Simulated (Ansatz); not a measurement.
# C₂H₃OSi+ (SMILES O[CH+]C#[SiH]): functionals against CCSD(T) at one geometry

Aim: energy, forces and dipole at a structure displaced at random from a GFN2-xTB minimum, from CCSD(T) and from density functionals.

The runs use Ansatz 0.2.0, Gaussian basis; single points in def2-TZVPP.

Cores are frozen in the correlated methods. B3LYP uses VWN-RPA correlation.

## 1. Starting geometry

SMILES `O[CH+]C#[SiH]`, 7 atoms, charge 1, spin multiplicity 1.

Atoms are counted from 1 here; the program's logs count them from 0.

Bond lengths: O1–C2 1.315 Å, O1–H5 0.991 Å, C2–C3 1.353 Å, C2–H6 1.125 Å, C3–Si4 1.737 Å, Si4–H7 1.469 Å. Angles: C2–O1–H5 114.6°, O1–C2–C3 124.8°, O1–C2–H6 116.8°, C3–C2–H6 118.5°, C2–C3–Si4 137.8°, C3–Si4–H7 170.1°.

As a file:

```
atom    x (Å)    y (Å)    z (Å)
  O1  -0.8323   1.2469   0.3245
  C2   0.1445   0.4822   0.7607
  C3   0.6213  -0.6057   0.1130
 Si4   0.2853  -1.4841  -1.3474
  H5  -1.0544   2.0099   0.9161
  H6   0.6109   0.7679   1.7435
  H7   0.2004  -2.3692  -2.5171
```

## 2. CCSD(T)/def2-TZVPP

run/in.yaml

```yaml
crystal:
  periodic: [false, false, false]
  atoms:
    - {symbol: O, position_ang: [-0.832300, 1.246900, 0.324500]}
    - {symbol: C, position_ang: [0.144500, 0.482200, 0.760700]}
    - {symbol: C, position_ang: [0.621300, -0.605700, 0.113000]}
    - {symbol: Si, position_ang: [0.285300, -1.484100, -1.347400]}
    - {symbol: H, position_ang: [-1.054400, 2.009900, 0.916100]}
    - {symbol: H, position_ang: [0.610900, 0.767900, 1.743500]}
    - {symbol: H, position_ang: [0.200400, -2.369200, -2.517100]}
basis:
  gaussian: {orbitals: def2-TZVPP}
total_charge: 1
correlation: {method: ccsd_t}
output: {forces: true}
```

No record of the launch command was kept for these runs.

## 3. PBE0-D4/def2-TZVPP

Changes to run/in.yaml since step 2:

```diff
@@ -13,3 +13,3 @@
 total_charge: 1
-correlation: {method: ccsd_t}
-output: {forces: true}
+hamiltonian: {xc: pbe0, dispersion: d4}
+output: {forces: true, orbitals: {seedname: orbitals}}
```

## 4. wB97M-V/def2-TZVPP

Changes to run/in.yaml since step 3:

```diff
@@ -13,3 +13,3 @@
 total_charge: 1
-hamiltonian: {xc: pbe0, dispersion: d4}
-output: {forces: true, orbitals: {seedname: orbitals}}
+hamiltonian: {xc: {name: wB97M-V}}
+output: {forces: true}
```

## 5. r2SCAN-D4/def2-TZVPP

Changes to run/in.yaml since step 4:

```diff
@@ -13,3 +13,3 @@
 total_charge: 1
-hamiltonian: {xc: {name: wB97M-V}}
+hamiltonian: {xc: r2scan, dispersion: d4}
 output: {forces: true}
```

## 6. PBE-D4/def2-TZVPP

Changes to run/in.yaml since step 5:

```diff
@@ -13,3 +13,3 @@
 total_charge: 1
-hamiltonian: {xc: r2scan, dispersion: d4}
+hamiltonian: {xc: pbe, dispersion: d4}
 output: {forces: true}
```

## 7. B3LYP-D4/def2-TZVPP

Changes to run/in.yaml since step 6:

```diff
@@ -13,3 +13,3 @@
 total_charge: 1
-hamiltonian: {xc: pbe, dispersion: d4}
+hamiltonian: {xc: {name: B3LYP}, dispersion: d4}
 output: {forces: true}
```

## 8. revPBE-D4/def2-TZVPP

Changes to run/in.yaml since step 7:

```diff
@@ -13,3 +13,3 @@
 total_charge: 1
-hamiltonian: {xc: {name: B3LYP}, dispersion: d4}
+hamiltonian: {xc: {name: revPBE}, dispersion: d4}
 output: {forces: true}
```

(Steps that only read results are left out.)

What does the calculation give? Wanted: energy less free atoms, CCSD(T)/def2-TZVPP; RMS force component; RMS force error; HOMO and LUMO, PBE0-D4; T1 diagnostic.

**Answer**, as computed:

| quantity | value |
| --- | --- |
| energy less free atoms, CCSD(T)/def2-TZVPP | -411.8 kcal/mol |
| RMS force component | 1.120 to 1.325 eV/Å over the methods |
| RMS force error | PBE0-D4 0.283, wB97M-V 0.304, r2SCAN-D4 0.206, PBE-D4 0.234, B3LYP-D4 0.228, revPBE-D4 0.226 eV/Å |
| HOMO and LUMO, PBE0-D4 | -12.51 and -8.58 eV |
| T1 diagnostic | 0.025 |

Against CCSD(T) the functionals' energies less atoms differ by -48.3 to -17.5 kcal/mol, PBE-D4 by -48.3 kcal/mol. CCSD(T) in triple zeta still lacks some correlation energy of the bonds, so part of these gaps is its own basis error and they don't rank the functionals. For forces r2SCAN-D4 does best and wB97M-V worst. Frozen-core CCSD(T) forces in triple zeta carry basis errors of their own, and this is one geometry, so small gaps rank nothing. The T1 diagnostic is large here, over the usual mark for main-group molecules (transition-metal compounds often pass it harmlessly), so CCSD(T) itself may be off. The restricted Hartree–Fock reference is unstable towards an unrestricted one at one or more of these structures.
